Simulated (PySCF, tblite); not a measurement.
**CH9AsSSi2: geometry, infrared bands and NMR shifts**

Wanted: the infrared bands and NMR shifts of CH9AsSSi2 (`CS[Si@H]([SiH3])[AsH2]`), by calculation.

Computed with tblite 0.8.0 and PySCF 2.14.0, with density-fitted response routines of our own, on a single molecule in the gas phase. Atoms are numbered from 0 throughout.

**1. The molecule as given**

14 atoms, charge 0, multiplicity 1; geometry from: force field or distance geometry start.

Bonds of the start (Å): C0–S1 1.81, S1–Si2 2.15, Si2–Si3 2.22, Si2–As4 2.32, C0–H5 1.12, C0–H6 1.12, C0–H7 1.10, Si2–H8 1.47, Si3–H9 1.47, Si3–H10 1.48, Si3–H11 1.46, As4–H12 1.56, As4–H13 1.56.

**2. Optimising the geometry with GFN2-xTB**

The job: settings as JSON, then the geometry in Å.

```
{"job": {"kind": "relax", "xc": "GFN2-xTB", "basis": "xTB"}, "charge": 0, "multiplicity": 1}
C     -2.511100    -0.281800     0.120300
S     -1.383200     0.290600     1.410900
Si     0.226200     0.758100     0.058000
Si     1.159500    -1.111100    -0.705900
As     1.819500     2.016100     1.172300
H     -3.484400    -0.577700     0.588100
H     -2.716300     0.543500    -0.605000
H     -2.090300    -1.152500    -0.404300
H     -0.301000     1.537300    -1.076500
H      0.166300    -1.905400    -1.444200
H      1.647700    -1.905200     0.443300
H      2.283100    -0.779700    -1.576200
H      2.860100     1.796600     0.032800
H      2.323200     0.770500     1.964100
```

Run with:

```sh
$ OMP_NUM_THREADS=1 python probes_run.py task.json out
```

One launch serves the whole session: the jobs run in the order shown.

What it wrote:

```text
step      E/eV     max force
  0    -429.88313    1.582
  1    -429.97865    0.677
  2    -430.03101    0.464
  3    -430.05236    0.431
  4    -430.08055    0.459
  5    -430.09702    0.387
  6    -430.10986    0.245
  7    -430.11683    0.230
  8    -430.12414    0.275
  9    -430.13119    0.278
 10    -430.13728    0.234
 11    -430.14179    0.166
 12    -430.14517    0.133
 13    -430.14839    0.154
 14    -430.15155    0.159
 15    -430.15360    0.106
 16    -430.15468    0.073
 17    -430.15541    0.063
 18    -430.15619    0.087
 19    -430.15711    0.110
 20    -430.15807    0.106
 21    -430.15889    0.069
 22    -430.15954    0.073
 23    -430.16013    0.079
 24    -430.16089    0.127
 25    -430.16192    0.153
 26    -430.16303    0.136
 27    -430.16394    0.084
 28    -430.16457    0.056
 29    -430.16502    0.059
 30    -430.16543    0.068
 31    -430.16584    0.058
 32    -430.16621    0.057
 33    -430.16654    0.061
 34    -430.16682    0.041
 35    -430.16708    0.039
 36    -430.16733    0.043
 37    -430.16759    0.043
 38    -430.16780    0.034
 39    -430.16795    0.032
 40    -430.16808    0.029
 41    -430.16823    0.040
 42    -430.16840    0.041
 43    -430.16853    0.025
 44    -430.16858    0.013
 45    -430.16861    0.014
 46    -430.16863    0.018
 47    -430.16868    0.025
 48    -430.16874    0.033
 49    -430.16881    0.029
 50    -430.16886    0.017
 51    -430.16889    0.017
 52    -430.16892    0.017
 53    -430.16897    0.025
 54    -430.16906    0.033
 55    -430.16917    0.031
 56    -430.16927    0.027
 57    -430.16936    0.028
 58    -430.16942    0.019
 59    -430.16947    0.017
 60    -430.16949    0.014
 61    -430.16951    0.012
 62    -430.16953    0.011
 63    -430.16955    0.016
 64    -430.16960    0.023
 65    -430.16966    0.024
 66    -430.16970    0.015
 67    -430.16972    0.011
 68    -430.16973    0.011
 69    -430.16975    0.015
 70    -430.16978    0.024
 71    -430.16983    0.027
 72    -430.16988    0.021
 73    -430.16991    0.017
 74    -430.16992    0.016
 75    -430.16994    0.015
 76    -430.16998    0.023
 77    -430.17002    0.029
 78    -430.17008    0.025
 79    -430.17012    0.017
 80    -430.17015    0.018
 81    -430.17018    0.016
 82    -430.17022    0.019
 83    -430.17026    0.018
 84    -430.17030    0.013
 85    -430.17032    0.011
 86    -430.17034    0.012
 87    -430.17035    0.012
 88    -430.17037    0.011
 89    -430.17040    0.013
 90    -430.17042    0.019
 91    -430.17045    0.018
 92    -430.17049    0.017
 93    -430.17055    0.020
 94    -430.17060    0.017
 95    -430.17065    0.017
 96    -430.17068    0.017
 97    -430.17072    0.018
 98    -430.17078    0.023
 99    -430.17084    0.020
100    -430.17088    0.013
101    -430.17090    0.012
102    -430.17092    0.015
103    -430.17095    0.021
104    -430.17096    0.020
105    -430.17098    0.011
106    -430.17099    0.009
```

Wall time 2.9 s (1 thread of Intel Xeon at 2.50GHz, shared host); peak memory 0.18 GiB.

Step by step: (not every step is listed)

```tsv
step	energy from step 0 (eV)	largest force (eV/Å)
0	0.0000	1.5816
1	-0.0955	0.6774
2	-0.1479	0.4638
3	-0.1692	0.4315
4	-0.1974	0.4592
5	-0.2139	0.3866
6	-0.2267	0.2449
7	-0.2337	0.2299
8	-0.2410	0.2752
17	-0.2723	0.0632
26	-0.2799	0.1356
35	-0.2840	0.0394
44	-0.2855	0.0133
53	-0.2858	0.0252
62	-0.2864	0.0109
71	-0.2867	0.0270
80	-0.2870	0.0176
89	-0.2873	0.0130
98	-0.2876	0.0233
101	-0.2878	0.0123
102	-0.2878	0.0148
103	-0.2878	0.0212
104	-0.2878	0.0198
105	-0.2878	0.0114
106	-0.2879	0.0087
```

Distances of close pairs at the start and the end, largest changes first:

```tsv
bond	before (Å)	after (Å)	change (Å)
Si2–Si3	2.225	2.343	+0.118
As4–H13	1.560	1.500	-0.060
As4–H12	1.559	1.506	-0.052
C0–H5	1.120	1.085	-0.035
C0–H6	1.118	1.086	-0.032
Si2–As4	2.316	2.341	+0.025
S1–Si2	2.154	2.169	+0.015
C0–H7	1.100	1.086	-0.014
```

The next job starts from the end point, and lists it.

**3. Vibrational analysis with GFN2-xTB**

The job: settings as JSON, then the geometry in Å.

```
{"job": {"kind": "ir", "xc": "GFN2-xTB", "basis": "xTB"}, "charge": 0, "multiplicity": 1}
C     -2.532936    -0.297709     0.145366
S     -1.403466     0.447397     1.350630
Si     0.313157     0.781150     0.067302
Si     1.144998    -1.230173    -0.799882
As     1.781275     2.141619     1.281085
H     -3.489255    -0.423228     0.642656
H     -2.642919     0.364705    -0.708157
H     -2.146803    -1.262943    -0.169402
H     -0.273570     1.605238    -1.014200
H      0.202978    -1.954597    -1.660902
H      1.549701    -2.160966     0.258992
H      2.328842    -0.923349    -1.608240
H      2.808110     1.954869     0.195027
H      2.359210     0.957513     1.997559
```

What it wrote:

```text
mode    cm-1     km/mol
  1      24.3      0.71
  2      53.0      1.87
  3      75.2      0.59
  4      87.1      3.54
  5      93.6      1.34
  6     117.3      4.75
  7     141.6      3.55
  8     179.3      2.02
  9     315.7     11.54
 10     414.8     27.04
 11     427.4     21.29
 12     460.4      4.01
 13     500.8     45.13
 14     566.6    253.42
 15     633.4    181.91
 16     665.3     72.13
 17     697.2     80.58
 18     733.3     13.56
 19     770.9    507.88
 20     791.6    141.97
 21     807.3    122.76
 22     951.3      0.15
 23     959.5      5.31
 24    1010.5    162.16
 25    1325.9      1.08
 26    1456.6      5.58
 27    1462.0      8.52
 28    1887.4    669.12
 29    1925.2    489.52
 30    2073.9    297.87
 31    2217.4    261.06
 32    2226.4    176.52
 33    2231.6    364.56
 34    3021.2      6.66
 35    3025.6     11.77
 36    3054.3      2.51
```

Run time: 1.8 s. Hardware: 1 thread of Intel Xeon at 2.50GHz, shared host; peak memory 0.18 GiB.

The strongest bands and the atoms that carry them (share of the mass-weighted mode):

```tsv
cm⁻¹	km/mol	atoms
567	253.4	H8 55 %, H13 29 %
633	181.9	H8 72 %, H12 18 %
771	507.9	H10 35 %, H11 28 %, H9 23 %
1887	669.1	H12 98 %
1925	489.5	H13 98 %
2074	297.9	H8 96 %
2217	261.1	H9 96 %
2232	364.6	H11 86 %
```

**4. Shielding tensors: PBE0/pcSseg-1**

Same as in step 3 but for these lines:

```diff
@@ -1,2 +1,2 @@
-{"job": {"kind": "ir", "xc": "GFN2-xTB", "basis": "xTB"}, "charge": 0, "multiplicity": 1}
+{"job": {"kind": "nmr", "xc": "PBE0", "basis": "pcSseg-1"}, "charge": 0, "multiplicity": 1}
 C     -2.532936    -0.297709     0.145366
```

Method: GIAO PBE0/pcSseg-1 NMR shielding, non-relativistic, gas phase.

What it wrote:

```text
coarse grid: 53904 points
cycle   1  E = -3255.5730958868  dE = -7.483e-01  |g| = 7.036e-01  |ddm| = 3.419e+00
cycle   2  E = -3255.5737556061  dE = -6.597e-04  |g| = 5.148e-01  |ddm| = 8.331e-01
cycle   3  E = -3255.6032095155  dE = -2.945e-02  |g| = 1.043e-01  |ddm| = 5.981e-01
cycle   4  E = -3255.6057401041  dE = -2.531e-03  |g| = 2.958e-02  |ddm| = 1.777e-01
cycle   5  E = -3255.6059775907  dE = -2.375e-04  |g| = 4.720e-03  |ddm| = 4.409e-02
cycle   6  E = -3255.6059823876  dE = -4.797e-06  |g| = 1.209e-03  |ddm| = 7.018e-03
final grid: 108232 points
cycle   7  E = -3255.6059818692  dE =  4.259e-08  |g| = 1.448e-03  |ddm| = 4.267e-03
cycle   8  E = -3255.6059816489  dE =  2.203e-07  |g| = 1.828e-03  |ddm| = 4.232e-03
cycle   9  E = -3255.6059824285  dE = -7.795e-07  |g| = 1.090e-04  |ddm| = 2.171e-03
cycle  10  E = -3255.6059824316  dE = -3.156e-09  |g| = 2.484e-05  |ddm| = 1.894e-04
cycle  11  E = -3255.6059824318  dE = -1.592e-10  |g| = 2.555e-06  |ddm| = 2.913e-05
converged SCF energy = -3255.6059824318

GIAO shielding tensors (ppm)
atom      isotropic    diamagn.    paramagn.     s11        s22        s33       span
  0 C      168.890     251.820     -82.930    155.582    162.063    189.025     33.442
  1 S      702.673    1058.560    -355.887    587.771    634.720    885.527    297.756
  2 Si     364.427     879.972    -515.545    311.421    351.219    430.639    119.218
  3 Si     459.708     880.619    -420.911    437.609    462.864    478.652     41.043
  4 As    1995.495    2878.697    -883.201   1869.745   1976.835   2139.905    270.160
  5 H       29.469      28.877       0.592     23.376     26.360     38.669     15.292
  6 H       29.719      30.613      -0.894     24.623     27.567     36.967     12.344
  7 H       29.553      31.418      -1.865     23.481     28.470     36.707     13.226
  8 H       26.398      29.743      -3.345     23.233     24.818     31.142      7.908
  9 H       27.870      29.607      -1.737     23.665     26.522     33.423      9.758
 10 H       28.242      29.537      -1.295     25.210     26.154     33.363      8.153
 11 H       28.312      29.488      -1.177     24.508     26.479     33.948      9.440
 12 H       29.843      29.320       0.523     22.171     24.882     42.477     20.305
 13 H       29.822      29.718       0.104     22.318     25.156     41.993     19.674
```

Wall time 73 s (1 thread of Intel Xeon at 2.50GHz, shared host); peak memory 0.77 GiB.

The references, computed at this level on geometries of the same kind, shield at (ppm): 1H TMS 31.72, 13C TMS 186.9, 29Si TMS 349.2, 33S CS2 504, 75As AsH3 1989. Their shielding less the atom's gives the shift. The references are single molecules in the gas phase. Shifts against hydride references such as AlH4− lie on their own scale. Atoms listed in one row are averaged.

```tsv
atoms	environment	σ (ppm)	δ (ppm)
C0	methyl carbon bonded to S	168.9	18.0
H8	hydrogen on a silicon bonded to As, S, Si	26.40	5.32
H9, H10, H11	hydrogen on a silicon bonded to Si	28.14	3.58
H5, H6, H7	hydrogen on a methyl carbon bonded to S	29.58	2.14
H12, H13	hydrogen on an arsenic bonded to Si	29.83	1.88
S1	sulfur bonded to C, Si	703	-199
Si2	silicon bonded to As, S, Si, H	364.4	-15.3
Si3	silicon bonded to Si, 3 H	459.7	-110.6
As4	arsenic bonded to Si, 2 H	1995	-7
```

Charges from the same density, by scheme (e):

```tsv
atoms	Mulliken	IAO	Hirshfeld	ESP fit
C0	-0.40	-0.50	-0.12	-0.48
S1	-0.29	-0.17	-0.11	-0.23
Si2	0.32	0.33	0.17	0.25
Si3	0.22	0.27	0.21	0.13
As4	-0.30	0.00	0.07	-0.14
```

Mayer bond orders: C0–S1 0.99, S1–Si2 0.94, Si2–Si3 0.85, Si2–As4 0.96.

**5. Summary of results**

| quantity | value |
| --- | --- |
| strongest single infrared mode (GFN2-xTB) | 1887 cm⁻¹, 669 km/mol |
| zero-point energy (GFN2-xTB) | 53.4 kcal/mol |
| 13C shifts against TMS (PBE0/pcSseg-1) | 18.0 ppm |
| 1H shifts against TMS (PBE0/pcSseg-1, means over atoms taken as alike) | 5.32, 3.58, 2.14, 1.88 ppm |
| 33S shifts against CS2 (PBE0/pcSseg-1) | -199 ppm |
| 29Si shifts against TMS (PBE0/pcSseg-1) | -15.3, -110.6 ppm |
| 75As shifts against AsH3 (PBE0/pcSseg-1) | -7 ppm |

What this shows: Relaxing lowered the energy by 0.288 eV in 106 steps; the close pair that moved most is Si2–Si3, from 2.225 to 2.343 Å. No mode is imaginary among the 36: a minimum at this level. The strongest single mode, at 1887 cm⁻¹, moves mainly H12. GFN2-xTB is a fitted tight-binding method: band positions and strengths are rough. Its intensities can rank the bands wrongly. At PBE0/pcSseg-1: Shielding is most anisotropic at S1 (span 298 ppm, paramagnetic term -356 ppm). Spin-orbit coupling is left out, which matters for shieldings and couplings at and beside the heavy atoms.
